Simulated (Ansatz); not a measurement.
**GeP2H+ (quintet): wave-function methods side by side, cc-pVDZ**

One table from this session's results is given with a row withheld; the runs are named, their logs left out.

Computed with Ansatz 0.2.0, Gaussian basis. Level: cc-pVDZ, core rule «outside noble gas», up to 24 orbitals frozen.

To be run: UHF; CCSD(T) on ROHF; CCSD(T) on UHF; BCCD(T) on ROHF; CISD; CCSDT(Q) on ROHF; CCSDT(Q) on UHF.

32 further runs of the same task are left out: 5 for a known fault of the program, 11 that didn't finish, 16 set aside as unsound or not needed.

## What is computed

The geometry is a PBE0/def2-TZVP stationary point (not a proven minimum) of the parent state, kept for this charge and spin. No spin-orbit coupling is included. The filled d shell of Ge may be among the frozen orbitals whatever the setting's name suggests; the logs give the count.

4 atoms, charge 1, spin multiplicity 5.

Atoms are counted from 1 here; the program's logs count them from 0.

Bond lengths: Ge1–P2 2.250 Å, P2–P3 2.070 Å, P2–H4 1.417 Å. Angles: Ge1–P2–P3 136.7°, Ge1–P2–H4 118.0°, P3–P2–H4 105.3°.

Set-up of the first run:

Input file in.yaml:

```yaml
crystal:
  periodic: [false, false, false]
  atoms:
    - {symbol: Ge, position_ang: [0.000000, -0.119118, 1.424328]}
    - {symbol: P, position_ang: [0.000000, 0.557898, -0.721905]}
    - {symbol: P, position_ang: [0.000000, -0.342056, -2.586585]}
    - {symbol: H, position_ang: [0.000000, 1.951740, -0.979040]}
basis:
  gaussian: {orbitals: cc-pVDZ}
total_charge: 1
magnetization: {spin_polarized: true, initial_magnetization: 4}
hamiltonian: {xc: hf}
output: {orbitals: {seedname: orbitals}}
```

Run with:

```sh
ansatz run in.yaml --threads 1 --pin off --events-out ev --progress --plain --max-ram 2393MiB
```

Among the steps run: UHF; CCSD(T) on ROHF; CCSD(T) on UHF; BCCD(T) on ROHF; CISD; CCSDT(Q) on ROHF; CCSDT(Q) on UHF.

One table of the session follows, with a row left open; its other results are not shown here.

| method | from UCCSDT(Q) (kcal/mol) |
| --- | --- |
| ROHF | +181.29 |
| UHF | +173.57 |
| RMP2 | +36.77 |
| UMP2 | +38.63 |
| CISD | +25.90 |
| RCCSD | +7.53 |
| UCCSD | +7.29 |
| RCCSD(T) | ? |
| UCCSD(T) | +1.58 |
| BCCD(T) | +1.59 |
| RCCSDT | +0.50 |
| UCCSDT | +0.41 |
| RCCSDT(Q) | +0.10 |
| UCCSDT(Q) | 0 |

**Question.** Estimate the row for RCCSD(T).

**Answer.** from UCCSDT(Q) (kcal/mol): +1.63. In the column «from UCCSDT(Q) (kcal/mol)» it lies between BCCD(T) (+1.59) and UCCSD (+7.29).

Caveats from the session: Restricted and unrestricted rows rest on different reference determinants; where their highest levels disagree by more than a few hundredths of an eV, they describe different states and don't form one ladder.
